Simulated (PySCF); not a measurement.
# C6H10N2Si: the cost of one run

Computed with PySCF 2.14.0 and routines of our own; the level stands in each step. Atoms count from 0.

## (1) The system as given

19 atoms, charge 1, multiplicity 2; geometry from: GFN2-xTB.

## (2) Open-shell or spin-flip excitations: unrestricted TDDFT CAM-B3LYP/def2-SVP

What the job is given:

```
{"job": {"kind": "uabs", "xc": "CAM-B3LYP", "basis": "def2-SVP", "nstates": 10, "tda": false}, "charge": 1, "multiplicity": 2}
N     -0.523970     2.337556     0.293937
C     -0.809763     1.032597     0.163999
C     -2.155586     0.621389     0.196015
C     -2.498285    -0.696693     0.064778
C     -1.495508    -1.673527    -0.104541
C     -0.176629    -1.312783    -0.137458
C      0.223931     0.032528    -0.008100
N      1.523672     0.359628    -0.045578
Si     2.959703    -0.697977    -0.252136
H      0.410513     2.711248     0.280695
H     -1.279592     2.994864     0.409070
H     -2.917475     1.374535     0.326028
H     -3.534695    -0.993045     0.090307
H     -1.775225    -2.709820    -0.207831
H      0.589194    -2.060508    -0.263543
H      1.727721     1.343339     0.055987
H      2.918793    -1.614485     0.881925
H      2.779245    -1.333511    -1.552883
H      4.024152     0.293915    -0.198133
```

Method: unrestricted TDDFT CAM-B3LYP/def2-SVP, vertical, gas phase, core orbitals frozen in the response.

Command:

```console
$ OMP_NUM_THREADS=1 python excited_run.py task.json out
```

This one command runs all jobs of the session in turn.

Q: Estimate the wall time and peak memory of this first job on 1 thread of Arm Neoverse V2, shared host.

About 91 s, with a peak of 0.83 GiB.
